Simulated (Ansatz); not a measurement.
# Strontium, omega (AlB2-type) under PBEsol: ground state and equation of state

The plan for strontium in the omega (AlB2-type) structure: relax it, solve it on a dense k-mesh, then scale the cell to 7 volumes from 88 to 112 % of the relaxed one and try a fit of the equation of state. Spin polarisation is left out. The k-meshes are 6×6×8 for the relaxation; 7×7×10 for the dense run; 6×6×9 for the volumes.

Program: Ansatz 0.2.0. Level of theory: DFT PBEsol, plane waves (420 eV) with PAW, scalar-relativistic; the PAW data stem from PBE, with regenerated cores. These are calculated values, not measurements.

## Step 1: The structure to begin with

It takes space group P6/mmm (No. 191, hexagonal). The conventional cell has a = 6.828 Å, b = 6.828 Å, c = 4.185 Å, α = 90.00°, β = 90.00°, γ = 120.00°. Around Sr (site symmetry 6/mmm) lie 14 Sr at 4.19 to 4.46 Å. Around Sr (site symmetry -6m2) lie 11 Sr at 3.94 to 4.46 Å.

Coordinates:

```
Sr
1.0
     6.82751    0.00000    0.00000
    -3.41376    5.91280    0.00000
     0.00000    0.00000    4.18527
Sr
3
Direct
  0.00000 0.00000 0.00000
  0.33333 0.66667 0.50000
  0.66667 0.33333 0.50000
```

## Step 2: Relaxing cell and atoms

input.yaml

```yaml
crystal:
  lattice:
    - [6.8275133244, 0.0, 0.0]
    - [-3.4137566622, 5.9127999836, 0.0]
    - [0.0, 0.0, 4.1852656678]
  atoms:
    - { symbol: Sr, position: [0.0, 0.0, 0.0] }
    - { symbol: Sr, position: [0.3333333333, 0.6666666667, 0.5] }
    - { symbol: Sr, position: [0.6666666667, 0.3333333333, 0.5] }
hamiltonian:
  xc: pbesol
  pseudopotentials:
    kind: paw
    azcp:
      Sr: "pseudopotentials/Sr.paw.azcp"
basis:
  ecutwfc: 420
  fft_grid_basis: typed
kpoints:
  mp_grid: { grid: [6, 6, 8], shift: [0, 0, 0] }
magnetization:
  spin_polarized: false
scf:
  occupations: { method: fermi_dirac, width: 0.1 }
relax:
  max_steps: 60
  f_tol: 0.01
  cell: {}
```

Further steps of the session: The energy on a finer k-mesh; At 88 % of the relaxed volume; At 92 % of the relaxed volume; At 96 % of the relaxed volume; At 100 % of the relaxed volume; At 104 % of the relaxed volume; At 108 % of the relaxed volume; At 112 % of the relaxed volume.

What does the calculation give? Wanted: space group; conventional cell; volume; shortest distance; gap on the mesh; relative to fcc; highest ELF outside the cores; V₀, B₀, B₀′.

**Answer**, as computed:

```
                      quantity                                   value
space group (spins left aside)                        P6/mmm (No. 191)
             conventional cell  a = 6.729 Å, c = 4.014 Å (c/a = 0.597)
                        volume                          52.464 Å³/atom
             shortest distance                                 3.885 Å
               gap on the mesh            none (levels filled in part)
               relative to fcc                            +56 meV/atom
 highest ELF outside the cores      0.62, 2.79 Å from the nearest atom
                   V₀, B₀, B₀′           52.182 Å³/atom, 11.2 GPa, 3.4
```

In words: The relaxation shrank the cell by 6.8 % in volume. Against the reference form of strontium (fcc, computed apart with the same settings) it stands 56 meV/atom higher. Levels at the Fermi energy are filled in part, as in a metal. B₀ comes out at 11.2 GPa, a soft solid; letting shape and positions relax at each volume could only lower it. The symmetry was held, so the structure may be unstable against distortions that break it.
